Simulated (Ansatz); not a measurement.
# C₂H₇BFN: one species, many methods

The task here is to estimate one member of a computed series from the others.

Program: Ansatz 0.2.0, Gaussian basis. Level of theory: functionals in def2-TZVPP, the program's frozen cores in correlated methods. These are calculated values, not measurements.

Levels to be run: PBE-D4, r2SCAN-D4, PBE0-D4, B3LYP-D4, ωB97X-V, ωB97M-V, B2PLYP; CCSD(T)/def2-TZVPP; MP2/def2-QZVPP; extrapolation to the limit.

### Structure used throughout

All runs share one geometry, relaxed beforehand with PBE0-D4 in a triple-zeta def2 set.

12 atoms, charge 0, spin multiplicity 1.

Atoms are counted from 1 here; the program's logs count them from 0.

Bond lengths: B1–N2 1.390 Å, B1–H6 1.196 Å, B1–H7 1.195 Å, N2–C3 1.423 Å, N2–H8 1.010 Å, C3–C4 1.507 Å, C3–F5 1.394 Å, C3–H9 1.093 Å, C4–H10 1.090 Å, C4–H11 1.091 Å, C4–H12 1.093 Å. Angles: N2–B1–H6 118.6°, N2–B1–H7 118.9°, H6–B1–H7 122.5°, B1–N2–C3 126.0°, B1–N2–H8 120.3°, C3–N2–H8 113.6°, N2–C3–C4 113.3°, N2–C3–F5 109.3°, N2–C3–H9 107.9°, C4–C3–F5 107.7°, C4–C3–H9 112.0°, F5–C3–H9 106.6°, C3–C4–H10 110.2°, C3–C4–H11 110.1°, C3–C4–H12 110.2°, H10–C4–H11 109.0°, H10–C4–H12 108.4°, H11–C4–H12 108.9°.

Set-up of the first run:

Contents of in.yaml:

```yaml
crystal:
  periodic: [false, false, false]
  atoms:
    - {symbol: B, position_ang: [-1.637674, -0.388811, 1.165483]}
    - {symbol: N, position_ang: [-0.826111, -0.316626, 0.039746]}
    - {symbol: C, position_ang: [0.260865, 0.581592, -0.151691]}
    - {symbol: C, position_ang: [1.489308, -0.082191, -0.717855]}
    - {symbol: F, position_ang: [-0.123810, 1.586296, -1.037566]}
    - {symbol: H, position_ang: [-1.407267, 0.340441, 2.085580]}
    - {symbol: H, position_ang: [-2.527980, -1.185830, 1.185009]}
    - {symbol: H, position_ang: [-0.999761, -0.917477, -0.753685]}
    - {symbol: H, position_ang: [0.464182, 1.070150, 0.804310]}
    - {symbol: H, position_ang: [2.272175, 0.657344, -0.887747]}
    - {symbol: H, position_ang: [1.859895, -0.839757, -0.025684]}
    - {symbol: H, position_ang: [1.253279, -0.560431, -1.671900]}
basis:
  gaussian: {orbitals: def2-TZVPP}
hamiltonian: {xc: pbe, dispersion: d4}
output: {forces: true, orbitals: {seedname: orbitals}}
```

Launch:

```console
ansatz run in.yaml --threads 4 --pin off --events-out ev --progress --plain --max-ram 10444MiB
```

Among the steps run: PBE-D4 (GGA); r2SCAN-D4 (meta-GGA); PBE0-D4 (hybrid); B3LYP-D4 (hybrid); ωB97X-V (range-separated); ωB97M-V (range-separated); B2PLYP (double hybrid); CCSD(T) in def2-TZVPP; MP2 in def2-QZVPP.

One table of the session follows, with a row left open; its other results are not shown here.

| method | atomisation energy (eV) |
| --- | --- |
| PBE-D4 | 48.897 |
| r2SCAN-D4 | 47.898 |
| PBE0-D4 | 48.037 |
| B3LYP-D4 | 47.995 |
| ωB97X-V | 47.953 |
| ωB97M-V | 48.034 |
| B2PLYP | 47.464 |
| HF/def2-TZVPP | 35.300 |
| MP2/def2-TZVPP | 47.270 |
| CCSD/def2-TZVPP | ? |
| CCSD(T)/def2-TZVPP | 46.549 |
| MP2/CBS | 48.402 |
| CCSD(T)/CBS | 47.682 |

Q: Estimate the row for CCSD/def2-TZVPP from the others.

The run gave: atomisation energy (eV): 45.917. In the column «atomisation energy (eV)» it lies between HF/def2-TZVPP (35.300) and CCSD(T)/def2-TZVPP (46.549).

Limits of these values: Free atoms (1 B, 1 N, 2 C, 1 F, 7 H) were run apart at each level; the atomisation energy is their sum less the molecule, without zero-point or spin-orbit terms.
